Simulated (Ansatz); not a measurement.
# BClH2SSi: vertical ionisation energy

One table from this session's results is given with a row withheld; the runs are named, their logs left out.

Method: unrestricted cation, the program's frozen cores in correlated methods; program: Ansatz 0.2.0, Gaussian basis.

The runs, in order: UKS PBE-D4/def2-TZVPP; UKS r2SCAN-D4/def2-TZVPP; UKS PBE0-D4/def2-TZVPP; UKS B3LYP-D4/def2-TZVPP; UKS wB97X-V/def2-TZVPP; UKS wB97M-V/def2-TZVPP; UKS B2PLYP/def2-TZVPP; UHF-CCSD(T)/def2-TZVPP; UHF-MP2/def2-QZVPP; extrapolation to the limit; then −ε(HOMO) from the neutral's earlier runs with LDA (SPW92), PBE-D4, revPBE-D4, BLYP-D4, r2SCAN-D4, B97M-V, PBE0-D4, B3LYP-D4, r2SCANh-D4, r2SCAN0-D4, HSE06-D4, BHLYP-D4, CAM-B3LYP-D4, LC-ωPBE, ωB97X-V, ωB97M-V.

### The geometry

All runs share one geometry, relaxed beforehand with PBE0-D4 in a triple-zeta def2 set.

6 atoms, charge 0, spin multiplicity 1.

Atoms are counted from 1 here; the program's logs count them from 0.

Bond lengths: Cl1–B2 1.722 Å, B2–Si3 1.928 Å, B2–S4 1.769 Å, Si3–S4 2.181 Å, Si3–H5 1.482 Å, Si3–H6 1.482 Å. Angles: Cl1–B2–Si3 153.3°, Cl1–B2–S4 134.5°, Si3–B2–S4 72.2°, B2–Si3–S4 50.5°, B2–Si3–H5 123.9°, B2–Si3–H6 123.9°, S4–Si3–H5 114.1°, S4–Si3–H6 114.1°, H5–Si3–H6 111.7°, B2–S4–Si3 57.3°.

Coordinates:

```xyz
6

Cl   -0.16723   -2.68010    0.66974
B    -0.26803   -1.04381    0.14233
Si    0.39822    0.75858   -0.01880
S    -1.45760   -0.10564   -0.77127
H     1.33297    1.20146   -1.07953
H     0.20378    1.80562    1.01122
```

The first run:

File in.yaml:

```yaml
crystal:
  periodic: [false, false, false]
  atoms:
    - {symbol: Cl, position_ang: [-0.167233, -2.680102, 0.669741]}
    - {symbol: B, position_ang: [-0.268028, -1.043812, 0.142332]}
    - {symbol: Si, position_ang: [0.398216, 0.758577, -0.018798]}
    - {symbol: S, position_ang: [-1.457604, -0.105637, -0.771271]}
    - {symbol: H, position_ang: [1.332973, 1.201457, -1.079529]}
    - {symbol: H, position_ang: [0.203776, 1.805618, 1.011223]}
basis:
  gaussian: {orbitals: def2-TZVPP}
total_charge: 1
magnetization: {spin_polarized: true, initial_magnetization: 1}
hamiltonian: {xc: pbe, dispersion: d4}
```

Run with:

```
ansatz run in.yaml --threads 2 --pin off --events-out ev --progress --plain --max-ram 4352MiB
```

Among the steps run: Cation, UKS PBE-D4/def2-TZVPP; Cation, UKS r2SCAN-D4/def2-TZVPP; Cation, UKS PBE0-D4/def2-TZVPP; Cation, UKS B3LYP-D4/def2-TZVPP; Cation, UKS wB97X-V/def2-TZVPP; Cation, UKS wB97M-V/def2-TZVPP; Cation, UKS B2PLYP (frozen core)/def2-TZVPP; Cation, UHF-CCSD(T)/def2-TZVPP; Cation, UHF-MP2/def2-QZVPP.

One table of the session follows, with a row left open; its other results are not shown here.

It belongs to the step «Ionisation energies side by side». Orbital estimates, from the neutral's runs:

| functional | −ε(HOMO) (eV) |
| --- | --- |
| LDA (SPW92) | 6.33 |
| PBE-D4 | 6.21 |
| revPBE-D4 | 6.16 |
| BLYP-D4 | 6.05 |
| r2SCAN-D4 | 6.43 |
| B97M-V | 6.49 |
| PBE0-D4 | 7.31 |
| B3LYP-D4 | 7.09 |
| r2SCANh-D4 | 6.84 |
| r2SCAN0-D4 | 7.45 |
| HSE06-D4 | 6.92 |
| BHLYP-D4 | 8.28 |
| CAM-B3LYP-D4 | ? |
| LC-ωPBE | 9.85 |
| ωB97X-V | 9.52 |
| ωB97M-V | 9.32 |

**Question.** Estimate the row for CAM-B3LYP-D4.

The run gave: −ε(HOMO) (eV): 8.55. In the column «−ε(HOMO) (eV)» it lies between BHLYP-D4 (8.28) and ωB97M-V (9.32).
